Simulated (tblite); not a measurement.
# C7H13NSi: the cost of one run

The runs use tblite 0.8.0 and PySCF 2.14.0, with density-fitted response routines of our own; the level of theory stands in each step. All values are computed, except where a source is named. Atoms are numbered from 0 throughout.

## Step 1: The molecule as given

22 atoms, charge 0, multiplicity 1; geometry from: force field or distance geometry start.

Bonds of the start (Å): C0–C1 1.33, C1–N2 1.39, N2–Si3 1.74, N2–C4 1.48, C4–C5 1.54, C4–C6 1.48, C6–C7 1.21, C7–C8 1.46, C0–H9 1.09, C0–H10 1.08, C1–H11 1.10, Si3–H12 1.49, Si3–H13 1.48, Si3–H14 1.48, C4–H15 1.10, C5–H16 1.09, C5–H17 1.10, C5–H18 1.10, C8–H19 1.10, C8–H20 1.08, C8–H21 1.10.

## Step 2: Geometry optimisation with GFN2-xTB

What the job is given:

```
{"job": {"kind": "relax", "xc": "GFN2-xTB", "basis": "xTB"}, "charge": 0, "multiplicity": 1}
C     -2.361300    -0.418600     1.798500
C     -1.341500    -0.490400     0.944400
N     -1.076700     0.167600    -0.245400
Si    -2.039400     1.400600    -1.006900
C      0.160700    -0.117000    -1.012000
C      0.148500    -1.558800    -1.544500
C      1.370700     0.135800    -0.200200
C      2.354900     0.344200     0.474300
C      3.537100     0.592000     1.291600
H     -3.223000     0.234600     1.637900
H     -2.386900    -1.022600     2.698600
H     -0.540500    -1.188500     1.226700
H     -3.421800     1.395400    -0.440500
H     -2.076700     1.096400    -2.453900
H     -1.378600     2.707900    -0.776700
H      0.258600     0.529600    -1.894100
H     -0.737000    -1.745100    -2.145900
H      1.032800    -1.753400    -2.166400
H      0.168400    -2.291000    -0.724400
H      3.305100     0.483900     2.359900
H      4.332900    -0.097600     1.046600
H      3.903400     1.614200     1.131600
```

Launch:

```bash
$ OMP_NUM_THREADS=1 python probes_run.py task.json out
```

This one command runs all jobs of the session in turn.

Q: Estimate the wall time of this first job on 1 thread of Intel Xeon at 2.70GHz, shared host.

About 3.2 s.
